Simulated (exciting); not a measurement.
# Cd2S (P3m1) in exciting: reference runs

How does Cd2S come out in PBEsol? The cell is run as given.

All numbers are computed with exciting (release sodium); they aren't measurements. Logs are shortened: lines on timing, memory, paths and dates and some standing lists are left out, and cuts for length are marked.

**1. The crystal as given**

It takes space group P3m1 (No. 156, trigonal). Conventional cell: a = 3.963 Å, b = 3.963 Å, c = 5.809 Å, α = 90.00°, β = 90.00°, γ = 120.00°. Cd (site symmetry 3m) has 1 S at 2.52 Å as nearest neighbours. Cd (site symmetry 3m) is surrounded by 3 S at 2.60 Å. Around S (site symmetry 3m) lie 4 Cd at 2.52 to 2.60 Å.

The cell comes from a database or a generator and needn't be the stable form of this composition.

**2. Single point, PBEsol**

File input.xml:

```xml
<input>
  <title>Cd2S</title>
  <structure speciespath="./" tshift="false">
    <crystal scale="1">
      <basevect>7.488361114867 0.000000000000 0.000000000000</basevect>
      <basevect>-3.744180557434 6.485110958282 0.000000000000</basevect>
      <basevect>0.000000000000 0.000000000000 10.977781885367</basevect>
    </crystal>
    <species speciesfile="Cd.xml" rmt="2.3">
      <atom coord="0.333333333300 0.666666666700 0.932717000000"/>
      <atom coord="0.666666666700 0.333333333300 0.578735000000"/>
    </species>
    <species speciesfile="S.xml" rmt="1.9">
      <atom coord="0.333333333300 0.666666666700 0.365705000000"/>
    </species>
  </structure>
  <groundstate do="fromscratch" ngridk="8 8 5" rgkmax="7.5" gmaxvr="14" lmaxapw="10" lmaxmat="10" lmaxvr="8" xctype="GGA_PBE_SOL" stype="Fermi Dirac" swidth="0.00183747" nempty="12" ValenceRelativity="iora*" epsengy="1e-05" epspot="1e-05" maxscl="60" tforce="true" outputlevel="normal"/>
  <properties>
    <chargedensityplot>
      <plot3d>
        <box grid="20 20 30">
          <origin coord="0 0 0"/>
          <point coord="1 0 0"/>
          <point coord="0 1 0"/>
          <point coord="0 0 1"/>
        </box>
      </plot3d>
    </chargedensityplot>
    <elfplot>
      <plot3d>
        <box grid="20 20 30">
          <origin coord="0 0 0"/>
          <point coord="1 0 0"/>
          <point coord="0 1 0"/>
          <point coord="0 0 1"/>
        </box>
      </plot3d>
    </elfplot>
    <exccplot>
      <plot3d>
        <box grid="20 20 30">
          <origin coord="0 0 0"/>
          <point coord="1 0 0"/>
          <point coord="0 1 0"/>
          <point coord="0 0 1"/>
        </box>
      </plot3d>
    </exccplot>
  </properties>
</input>
```

Potentials or basis: all-electron LAPW+lo, shipped species files, valence relativity iora*.

Launch:

```
OMP_NUM_THREADS=1 exciting_smp
```

INFO.OUT:

```text
================================================================================
EXCITING SODIUM started
[... 10 lines left out ...]

 Lattice vectors (cartesian) :
      7.4883611149      0.0000000000      0.0000000000
     -3.7441805574      6.4851109583      0.0000000000
      0.0000000000      0.0000000000     10.9777818854

 Reciprocal lattice vectors (cartesian) :
      0.8390601376      0.4844315963     -0.0000000000
      0.0000000000      0.9688631926      0.0000000000
      0.0000000000     -0.0000000000      0.5723547227

 Unit cell volume                           :     533.1124049528
 Brillouin zone volume                      :       0.4652868910

 Species :    1 (Cd)
     parameters loaded from                 :    Cd.xml
     name                                   :    cadmium
     nuclear charge                         :     -48.00000000
     electronic charge                      :      48.00000000
     atomic mass                            :  204912.71750000
     muffin-tin radius                      :       2.30000000
     # of radial points in muffin-tin       :     400

     atomic positions (lattice) :
       1 :   0.33333333  0.66666667  0.93271700
       2 :   0.66666667  0.33333333  0.57873500

 Species :    2 (S)
     parameters loaded from                 :    S.xml
     name                                   :    sulphur
     nuclear charge                         :     -16.00000000
     electronic charge                      :      16.00000000
     atomic mass                            :   58452.74216000
     muffin-tin radius                      :       1.90000000
     # of radial points in muffin-tin       :     300

     atomic positions (lattice) :
       1 :   0.33333333  0.66666667  0.36570500

 Total number of atoms per unit cell        :       3

 Spin treatment                             :    spin-unpolarised

 Number of Bravais lattice symmetries       :      24
 Number of crystal symmetries               :       6

 k-point grid                               :       8    8    5
 Total number of k-points                   :      75
 k-point set is reduced with crystal symmetries

 R^MT_min * |G+k|_max (rgkmax)              :       7.50000000
[... 20 lines left out ...]

 Maximum Hamiltonian size                   :     605
 Maximum number of plane-waves              :     577
 Total number of local-orbitals             :      28

 Exchange-correlation type                  :      22
     PBEsol, Phys. Rev. Lett. 100, 136406 (2008)
     Generalised gradient approximation (GGA)

[... 20 lines left out ...]
+ SCF iteration number :    1                                                  +
++++++++++++++++++++++++++++++++++++++++++++++++++++++++++++++++++++++++++++++++
 Total energy                               :    -11575.74357628
 _______________________________________________________________
 Fermi energy                               :         0.15279082
 Kinetic energy                             :     12135.33458908
 Coulomb energy                             :    -23381.97558756
 Exchange energy                            :      -322.57108616
 Correlation energy                         :        -6.53149163
[... 460 lines left out ...]
 RMS change in effective potential (target) :  0.118639E-07  ( 0.100000E-04)
 Absolute change in total energy   (target) :  0.317388E-06  ( 0.100000E-04)
 Charge distance                   (target) :  0.310758E-08  ( 0.100000E-04)
 Abs. change in max-nonIBS-force   (target) :  0.358036E-06  ( 0.500000E-04)

++++++++++++++++++++++++++++++++++++++++++++++++++++++++++++++++++++++++++++++++
| Convergency criteria checked for the last 2 iterations                       +
| Convergence targets achieved. Performing final SCF iteration                 +
++++++++++++++++++++++++++++++++++++++++++++++++++++++++++++++++++++++++++++++++
 Total energy                               :    -11585.45411161
 _______________________________________________________________
 Fermi energy                               :         0.13575469
 Kinetic energy                             :     12127.83078817
 Coulomb energy                             :    -23384.09472747
 Exchange energy                            :      -322.65379453
 Correlation energy                         :        -6.53637779

 DOS at Fermi energy (states/Ha/cell)       :         4.84232345

 Electron charges :
     core                                   :        70.00000000
     core leakage                           :         0.00289880
     valence                                :        42.00000000
     interstitial                           :         6.58369777
     charge in muffin-tin spheres :
                  atom     1    Cd          :        45.93911300
                  atom     2    Cd          :        45.96042754
                  atom     3     S          :        13.51676169
     total charge in muffin-tins            :       105.41630223
     total charge                           :       112.00000000

++++++++++++++++++++++++++++++++++++++++++++++++++++++++++++++++++++++++++++++++
+ Self-consistent loop stopped                                                 +
++++++++++++++++++++++++++++++++++++++++++++++++++++++++++++++++++++++++++++++++
 STATE.OUT is written

--------------------------------------------------------------------------------
- Writing atomic positions and forces                                          -
--------------------------------------------------------------------------------

 Atomic positions (lattice) :
 atom     1  Cd  :     0.33333333    0.66666667    0.93271700
 atom     2  Cd  :     0.66666667    0.33333333    0.57873500
 atom     3   S  :     0.33333333    0.66666667    0.36570500

 Total atomic forces including IBS (cartesian) :
 atom     1  Cd  :     0.00000000    0.00000000    0.00013921
 atom     2  Cd  :     0.00000000    0.00000000   -0.00239598
 atom     3   S  :     0.00000000    0.00000000    0.00225678

 Atomic force components including IBS (cartesian) :
 atom     1  Cd  :     0.00000000    0.00000000    0.36357288   HF force
                 :    -0.00000000    0.00000000   -0.33152029   core correction
                 :    -0.00000000    0.00000000   -0.03191339   IBS correction
 atom     2  Cd  :    -0.00000000    0.00000000   -0.39582919   HF force
                 :     0.00000000    0.00000000    0.35316150   core correction
                 :    -0.00000000    0.00000000    0.04027171   IBS correction
 atom     3   S  :     0.00000000   -0.00000000    0.03225631   HF force
                 :    -0.00000000    0.00000000   -0.02164121   core correction
                 :     0.00000000   -0.00000000   -0.00835832   IBS correction

********************************************************************************
* Groundstate module stopped                                                   *
********************************************************************************

================================================================================
| EXCITING SODIUM stopped                                                      =
================================================================================
```

LINENGY.OUT:

```text
Species :    1 (Cd), atom :    1
 APW functions :
  l =  0, order =  1 :   0.1500000000
  l =  1, order =  1 :   0.5800000000
  l =  2, order =  1 :  -0.1350000000
  l =  3, order =  1 :   0.1500000000
  l =  3, order =  2 :   0.1500000000
  l =  4, order =  1 :   0.1500000000
[... 11 lines left out ...]
  l = 10, order =  1 :   0.1500000000
  l = 10, order =  2 :   0.1500000000
 local-orbital functions :
[... 41 lines left out ...]

Species :    2 (S), atom :    1
 APW functions :
  l =  0, order =  1 :   0.1337500000
  l =  1, order =  1 :   0.1500000000
  l =  2, order =  1 :   0.1500000000
  l =  2, order =  2 :   0.1500000000
  l =  3, order =  1 :   0.1500000000
  l =  3, order =  2 :   0.1500000000
[... 12 lines left out ...]
  l = 10, order =  1 :   0.1500000000
  l = 10, order =  2 :   0.1500000000
 local-orbital functions :
  l.o. =  1, l =  0, order =  1 :   0.1337500000
  l.o. =  1, l =  0, order =  2 :   0.1337500000
  l.o. =  2, l =  1, order =  1 :   0.1500000000
  l.o. =  2, l =  1, order =  2 :   0.1500000000
```

Wall time 13 min (1 thread of Arm Neoverse V2, shared host); peak memory 0.18 GiB.

What came out:

| Item | Value |
| --- | --- |
| Free energy | -315256.2683 eV |
| Largest force | 0.123 eV/Å |
| Band gap on the k mesh | 0.23 eV, indirect (least direct gap 0.56 eV) |
| All electrons inside the program's atomic spheres | Cd 45.94, 45.96; S 13.52 (radii Cd 2.3, S 1.9 bohr) |

Forces on the atoms (eV/Å):
```
Cd   0.000  0.000  0.007
Cd   0.000  0.000 -0.123
S    0.000  0.000  0.116
```

Caveat: the log's total energy holds no entropy term; the free energy is that total less TS from the occupations; an odd mesh through Γ misses points on the zone boundary, where band edges often lie.
